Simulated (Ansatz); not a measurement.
# H2Se2: ionisation energy by level of theory

The task here is to estimate one member of a computed series from the others.

The runs use Ansatz 0.2.0, Gaussian basis; unrestricted cation, the program's frozen cores in correlated methods.

The runs, in order: UKS PBE-D4/def2-TZVPP; UKS r2SCAN-D4/def2-TZVPP; UKS PBE0-D4/def2-TZVPP; UKS B3LYP-D4/def2-TZVPP; UKS wB97X-V/def2-TZVPP; UKS wB97M-V/def2-TZVPP; UKS B2PLYP/def2-TZVPP; UHF-CCSD(T)/def2-TZVPP; UHF-MP2/def2-QZVPP; extrapolation to the limit; then −ε(HOMO) from the neutral's earlier runs with LDA (SPW92), PBE-D4, revPBE-D4, BLYP-D4, r2SCAN-D4, B97M-V, PBE0-D4, B3LYP-D4, r2SCANh-D4, r2SCAN0-D4, HSE06-D4, BHLYP-D4, CAM-B3LYP-D4, LC-ωPBE, ωB97X-V, ωB97M-V.

### Structure used throughout

An earlier PBE0-D4 in a triple-zeta def2 set relaxation fixed the geometry.

SMILES `[SeH][SeH]`, 4 atoms, charge 0, spin multiplicity 1.

Atoms are counted from 1 here; the program's logs count them from 0.

Bond lengths: Se1–Se2 2.324 Å, Se1–H3 1.473 Å, Se2–H4 1.473 Å. Angles: Se2–Se1–H3 96.5°, Se1–Se2–H4 96.5°.

As a file:

```
Se    0.51127   -1.13051    0.34645
Se    0.48295    1.16611   -0.01076
H    -0.80921   -1.21493    0.99338
H    -0.12961    1.11912   -1.34937
```

Set-up of the first run:

The input, in.yaml:

```yaml
crystal:
  periodic: [false, false, false]
  atoms:
    - {symbol: Se, position_ang: [0.511272, -1.130505, 0.346454]}
    - {symbol: Se, position_ang: [0.482949, 1.166113, -0.010764]}
    - {symbol: H, position_ang: [-0.809206, -1.214934, 0.993381]}
    - {symbol: H, position_ang: [-0.129614, 1.119125, -1.349370]}
basis:
  gaussian: {orbitals: def2-TZVPP}
total_charge: 1
magnetization: {spin_polarized: true, initial_magnetization: 1}
hamiltonian: {xc: pbe, dispersion: d4}
```

On the command line:

```sh
$ ansatz run in.yaml --threads 2 --pin off --events-out ev --progress --plain --max-ram 4352MiB
```

Steps of the session up to this table: Cation, UKS PBE-D4/def2-TZVPP; Cation, UKS r2SCAN-D4/def2-TZVPP; Cation, UKS PBE0-D4/def2-TZVPP; Cation, UKS B3LYP-D4/def2-TZVPP; Cation, UKS wB97X-V/def2-TZVPP; Cation, UKS wB97M-V/def2-TZVPP; Cation, UKS B2PLYP (frozen core)/def2-TZVPP; Cation, UHF-CCSD(T)/def2-TZVPP; Cation, UHF-MP2/def2-QZVPP.

One table of the session follows, with a row left open; its other results are not shown here.

For comparison, −ε(HOMO) of the neutral from earlier runs:

| functional | −ε(HOMO) (eV) |
| --- | --- |
| LDA (SPW92) | 6.16 |
| PBE-D4 | 6.02 |
| revPBE-D4 | 5.98 |
| BLYP-D4 | 5.85 |
| r2SCAN-D4 | 6.31 |
| B97M-V | ? |
| PBE0-D4 | 7.20 |
| B3LYP-D4 | 6.95 |
| r2SCANh-D4 | 6.73 |
| r2SCAN0-D4 | 7.38 |
| HSE06-D4 | 6.80 |
| BHLYP-D4 | 8.20 |
| CAM-B3LYP-D4 | 8.48 |
| LC-ωPBE | 9.86 |
| ωB97X-V | 9.50 |
| ωB97M-V | 9.35 |

**Question.** Estimate the row for B97M-V.

The run gave: −ε(HOMO) (eV): 6.37. In the column «−ε(HOMO) (eV)» it lies between r2SCAN-D4 (6.31) and r2SCANh-D4 (6.73).

Caveats from the session: The cation may have settled in a state other than its lowest; no search over hole states beyond the program's own was made.
